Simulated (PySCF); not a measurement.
**Si5H12: electronic excitations**

Wanted: the electronic excitations of Si5H12 (`[SiH3][Si]([SiH3])([SiH3])[SiH3]`), by calculation.

The runs use PySCF 2.14.0, with density-fitted response routines of our own; the level of theory stands in each step. All values are computed, except where a source is named. Atoms count from 0, in the outputs and in this text.

## Step 1: The starting structure

17 atoms, charge 0, multiplicity 1; geometry from: GFN2-xTB.

Bonds of the start (Å): Si0–Si1 2.34, Si1–Si2 2.34, Si1–Si3 2.34, Si1–Si4 2.34, Si0–H5 1.46, Si0–H6 1.46, Si0–H7 1.46, Si2–H8 1.46, Si2–H9 1.46, Si2–H10 1.46, Si3–H11 1.46, Si3–H12 1.46, Si3–H13 1.46, Si4–H14 1.46, Si4–H15 1.46, Si4–H16 1.46.

## Step 2: Excited states and response: CAM-B3LYP/def2-SVPD

Job settings and geometry (Å):

```
{"job": {"kind": "uv", "xc": "CAM-B3LYP", "basis": "def2-SVPD", "nstates": 8, "ntriplets": 3}, "charge": 0, "multiplicity": 1}
Si    -0.406732    -0.873603    -2.139423
Si    -0.001753    -0.000696    -0.002283
Si    -0.011911     2.341106    -0.099278
Si    -1.671421    -0.727487     1.472719
Si     2.087617    -0.738454     0.762290
H     -1.700578    -0.451170    -2.680257
H     -0.411937    -2.338208    -2.155140
H      0.602909    -0.455279    -3.114556
H      0.242922     2.955580     1.205607
H     -1.293368     2.876880    -0.563724
H      1.008276     2.868431    -1.008328
H     -3.009844    -0.299960     1.059604
H     -1.723235    -2.186638     1.586589
H     -1.477172    -0.214704     2.830736
H      2.168074    -2.198390     0.849793
H      3.184687    -0.317186    -0.112011
H      2.406470    -0.228192     2.097753
```

Level: TDDFT CAM-B3LYP/def2-SVPD, vertical, gas phase, core orbitals frozen in the response.

Predict these results of the whole session: lowest singlet (CAM-B3LYP/def2-SVPD); brightest single state of those computed; lowest triplet.

**Answer**, as computed:

| quantity | value |
| --- | --- |
| lowest singlet (CAM-B3LYP/def2-SVPD) | 6.79 eV (183 nm), f = 0.000 |
| brightest single state of those computed | state 7, 7.01 eV, f = 0.012 |
| lowest triplet | 6.13 eV |

What this shows: The lowest singlet, at 6.79 eV, is HOMO−1→LUMO 0.27, HOMO→LUMO+1 0.20 and is dark; of the 8 states computed, the strongest absorption comes from states 6 to 8 together at 7.01 eV (the last computed, so partners may be missing). The lowest triplet lies 0.65 eV below the lowest singlet (triplets in Tamm-Dancoff, singlets in full TDDFT).
